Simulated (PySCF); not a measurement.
# C3H9Sb: fields and orbitals

Aim: take C3H9Sb and analyse its density (charges, bond critical points, surface potential), see where an electron leaves and enters and measure its response to a uniform field.

The runs use PySCF 2.14.0; levels as typed in each script, gas phase, geometry from GFN2-xTB.

## (1) Where the work starts

SMILES `C[Sb](C)C`, 13 atoms, charge 0, spin multiplicity 1.

Bond lengths: C1–Sb2 2.169 Å, C1–H5 1.085 Å, C1–H6 1.083 Å, C1–H7 1.084 Å, Sb2–C3 2.169 Å, Sb2–C4 2.169 Å, C3–H8 1.085 Å, C3–H9 1.087 Å, C3–H10 1.083 Å, C4–H11 1.085 Å, C4–H12 1.084 Å, C4–H13 1.083 Å. Angles: Sb2–C1–H5 109.7°, Sb2–C1–H6 109.9°, Sb2–C1–H7 109.9°, H5–C1–H6 109.2°, H5–C1–H7 109.2°, H6–C1–H7 108.9°, C1–Sb2–C3 93.1°, C1–Sb2–C4 93.2°, C3–Sb2–C4 93.2°, Sb2–C3–H8 109.7°, Sb2–C3–H9 109.7°, Sb2–C3–H10 109.9°, H8–C3–H9 109.6°, H8–C3–H10 109.2°, H9–C3–H10 108.7°, Sb2–C4–H11 109.7°, Sb2–C4–H12 109.9°, Sb2–C4–H13 109.9° and more.

Coordinates:

```mol
C3H9Sb
  3D, bonds by distance, orders not assigned

 13 12  0  0  0  0  0  0  0  0999 V2000
    0.7955   -1.6383    0.7457 C   0  0
   -0.0010    0.0007   -0.4315 Sb  0  0
    1.0244    1.5036    0.7495 C   0  0
   -1.8142    0.1310    0.7514 C   0  0
    0.6908   -1.4139    1.8017 H   0  0
    1.8435   -1.7837    0.5138 H   0  0
    0.2560   -2.5511    0.5197 H   0  0
    0.8881    1.2942    1.8050 H   0  0
    0.6242    2.4872    0.5178 H   0  0
    2.0825    1.4961    0.5178 H   0  0
   -1.5641    0.1106    1.8066 H   0  0
   -2.3368    1.0527    0.5246 H   0  0
   -2.4649   -0.7042    0.5225 H   0  0
  1  2  8  0
  2  3  8  0
  2  4  8  0
  1  5  8  0
  1  6  8  0
  1  7  8  0
  3  8  8  0
  3  9  8  0
  3 10  8  0
  4 11  8  0
  4 12  8  0
  4 13  8  0
M  END
```

## (2) Density, bond paths and surface potential (PBE0/def2-tzvp)

input.py

```python
import numpy as np
from pyscf import gto, scf, dft
from pyscf.scf import atom_ks, atom_hf
from scipy.linalg import block_diag

def solve(mol, dm0=None, hcore=None):
    mf = (dft.UKS if mol.spin else dft.RKS)(mol, xc='pbe0')
    mf.grids.level = 3
    mf = mf.density_fit(auxbasis='def2-universal-jkfit')
    mf.conv_tol, mf.max_cycle = 1e-8, 80
    if hcore is not None:
        mf.get_hcore = lambda *args: hcore
    mf.kernel(dm0)
    if not mf.converged:
        mf = mf.newton().run(mf.mo_coeff, mf.mo_occ, max_cycle=30)
    assert mf.converged, 'SCF not converged'
    return mf

mol = gto.M(atom='''
C      0.79546    -1.63827     0.74569
Sb    -0.00105     0.00067    -0.43154
C      1.02444     1.50359     0.74946
C     -1.81418     0.13096     0.75136
H      0.69078    -1.41390     1.80173
H      1.84350    -1.78370     0.51384
H      0.25598    -2.55109     0.51970
H      0.88815     1.29425     1.80498
H      0.62418     2.48723     0.51783
H      2.08253     1.49608     0.51778
H     -1.56415     0.11057     1.80663
H     -2.33684     1.05265     0.52460
H     -2.46488    -0.70420     0.52249
''', basis='def2-tzvp', ecp={'Sb': 'def2-tzvp'}, charge=0, spin=0, verbose=4)
mf = solve(mol)
mf.analyze()
# spherically averaged free atoms, for the promolecule
atom_ks.AtomSphAverageRKS.init_guess_by_vsap = lambda self, mol=None: self.init_guess_by_minao(mol)  # core potentials
atm = atom_ks.get_atm_nrks(mol, xc='pbe0')
pro = block_diag(*[(atm[a[0]][2] * atm[a[0]][3]) @ atm[a[0]][2].T for a in mol._atom])
np.savez('result.npz', e=mf.e_tot, c=mf.mo_coeff, occ=mf.mo_occ, eps=mf.mo_energy, pro=pro, dip=mf.dip_moment(verbose=0), s2=mf.spin_square()[0])
```

Run with:

```console
$ OMP_NUM_THREADS=1 python input.py
```

## (4) Removing and adding an electron (PBE0/def2-tzvp)

input.py, as its differences from that of step 2:

```diff
@@ -34,3 +34,12 @@
 mf = solve(mol)
-mf.analyze()
+out = dict(e0=mf.e_tot, dm0=mf.make_rdm1(), c=mf.mo_coeff, occ=mf.mo_occ, eps=mf.mo_energy)
+for name, dq, spin in [('cation', 1, 1)]:
+    ion = mol.copy().set(charge=mol.charge + dq, spin=spin).build()
+    mi = solve(ion)
+    if spin and dq > 0 and mol.nao < 130:
+        c, _, stable, _ = mi.stability(return_status=True)
+        if not stable:
+            mi = solve(ion, mi.make_rdm1(c, mi.mo_occ))
+    print(name, 'vertical energy change / eV', (mi.e_tot - mf.e_tot) * 27.211386)
+    out.update({'e_' + name: mi.e_tot, 'dm_' + name: mi.make_rdm1(), 's2_' + name: mi.spin_square()[0], 'eps_' + name: mi.mo_energy, 'occ_' + name: mi.mo_occ})
 # spherically averaged free atoms, for the promolecule
@@ -39,2 +48,2 @@
 pro = block_diag(*[(atm[a[0]][2] * atm[a[0]][3]) @ atm[a[0]][2].T for a in mol._atom])
-np.savez('result.npz', e=mf.e_tot, c=mf.mo_coeff, occ=mf.mo_occ, eps=mf.mo_energy, pro=pro, dip=mf.dip_moment(verbose=0), s2=mf.spin_square()[0])
+np.savez('result.npz', pro=pro, **out)
```

## (6) Response to an electric field (PBE0/def2-tzvp)

input.py

```python
import numpy as np
from pyscf import gto, scf, dft
from pyscf.scf import atom_ks, atom_hf
from scipy.linalg import block_diag

def solve(mol, dm0=None, hcore=None):
    mf = (dft.UKS if mol.spin else dft.RKS)(mol, xc='pbe0')
    mf.grids.level = 3
    mf = mf.density_fit(auxbasis='def2-universal-jkfit')
    mf.conv_tol, mf.max_cycle = 1e-8, 80
    if hcore is not None:
        mf.get_hcore = lambda *args: hcore
    mf.kernel(dm0)
    if not mf.converged:
        mf = mf.newton().run(mf.mo_coeff, mf.mo_occ, max_cycle=30)
    assert mf.converged, 'SCF not converged'
    return mf

mol = gto.M(atom='''
C      0.79546    -1.63827     0.74569
Sb    -0.00105     0.00067    -0.43154
C      1.02444     1.50359     0.74946
C     -1.81418     0.13096     0.75136
H      0.69078    -1.41390     1.80173
H      1.84350    -1.78370     0.51384
H      0.25598    -2.55109     0.51970
H      0.88815     1.29425     1.80498
H      0.62418     2.48723     0.51783
H      2.08253     1.49608     0.51778
H     -1.56415     0.11057     1.80663
H     -2.33684     1.05265     0.52460
H     -2.46488    -0.70420     0.52249
''', basis='def2-tzvp', ecp={'Sb': 'def2-tzvp'}, charge=0, spin=0, verbose=4)
field = np.array([0.004, 0.0, 0.0])  # atomic units
mol.set_common_orig(mol.atom_charges() @ mol.atom_coords() / mol.atom_charges().sum())
mf = solve(mol)
out = dict(dm0=mf.make_rdm1(), d0=mf.dip_moment(unit='AU'), e0=mf.e_tot)
for name, sign in (('p', 1), ('m', -1)):
    h = mf.get_hcore() + sign * np.einsum('x,xij->ij', field, mol.intor('int1e_r'))
    mi = solve(mol, mf.make_rdm1(), h)
    out.update({'dm' + name: mi.make_rdm1(), 'd' + name: mi.dip_moment(unit='AU'), 'e' + name: mi.e_tot})
# spherically averaged free atoms, for the promolecule
atom_ks.AtomSphAverageRKS.init_guess_by_vsap = lambda self, mol=None: self.init_guess_by_minao(mol)  # core potentials
atm = atom_ks.get_atm_nrks(mol, xc='pbe0')
pro = block_diag(*[(atm[a[0]][2] * atm[a[0]][3]) @ atm[a[0]][2].T for a in mol._atom])
np.savez('result.npz', pro=pro, **out)
```

(Steps that only read results are left out.)

Before running it: what results should come out? Wanted: dipole moment; HOMO, LUMO; vertical ionisation energy; polarisability along the field.

The runs gave:

```
                                       quantity           value
                 dipole moment (PBE0/def2-tzvp)          0.57 D
                    HOMO, LUMO (PBE0/def2-tzvp)  -6.49, 0.21 eV
    vertical ionisation energy (PBE0/def2-tzvp)         8.42 eV
polarisability along the field (PBE0/def2-tzvp)      84.3 bohr³
```

At PBE0/def2-tzvp: The highest Hirshfeld charge is on Sb2 (+0.31 e), the lowest on C1, C3 and C4 (−0.21 e). The ionisation energy from two SCF runs, 8.42 eV, lies 1.9 eV above −ε(HOMO) = 6.49 eV of the same level, PBE0/def2-tzvp, since self-interaction lifts this functional's HOMO. The geometry was not optimised at these levels.
